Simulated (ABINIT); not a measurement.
# ZrB: band structure with PBE

The system is ZrB.

```
CELL_PARAMETERS angstrom
0.00000 2.32500 2.32500
2.32500 0.00000 2.32500
2.32500 2.32500 0.00000
ATOMIC_POSITIONS crystal
Zr 0.00000 0.00000 0.00000
B 0.50000 0.50000 0.50000
```

```yaml
Program: ABINIT 10.8.3 (patched build)
Task: band structure
Functional: PBE
Potentials_or_basis: JTH PAW PBE v2.0
Cutoff: 463 eV
k_mesh: 10 × 10 × 10
Occupations: fermi-dirac, width 0.05 eV
Spin: no spin polarisation
Fine-grid_cutoff: 925.187 eV
```

* Pressure: 34.5 GPa
* Band gap on the k mesh: none (metal or under the smearing width)
* Valence electrons inside the program's atomic spheres: Zr 9.20; B 1.81

Levels at the corners of the path, in eV from the Fermi level:
```
point  band 6  band 7  band 8  band 9  band 10  band 11
    Γ    1.93    1.93    1.93    3.71     3.71     3.82
    X   -1.11   -0.30    2.55    2.55     5.49     6.95
    W   -0.96   -0.96   -0.96    5.21     5.21     6.96
    K   -1.74   -0.71    0.28    3.22     6.06     7.29
    Γ    1.93    1.93    1.93    3.71     3.71     3.82
    L   -3.61   -1.41   -1.41    5.78     5.78     7.38
    U   -1.74   -0.71    0.28    3.22     6.06     7.29
    W   -0.96   -0.96   -0.96    5.21     5.21     6.96
    L   -3.61   -1.41   -1.41    5.78     5.78     7.38
    K   -1.74   -0.71    0.28    3.22     6.06     7.29
```

It took 24 s on 1 thread of Arm Neoverse V1, with other jobs on the host, peak memory 0.12 GiB.

Caveat: a pressure of tens of GPa on the cell as given is suspect, and the run, the potentials or the cell itself is likely at fault.
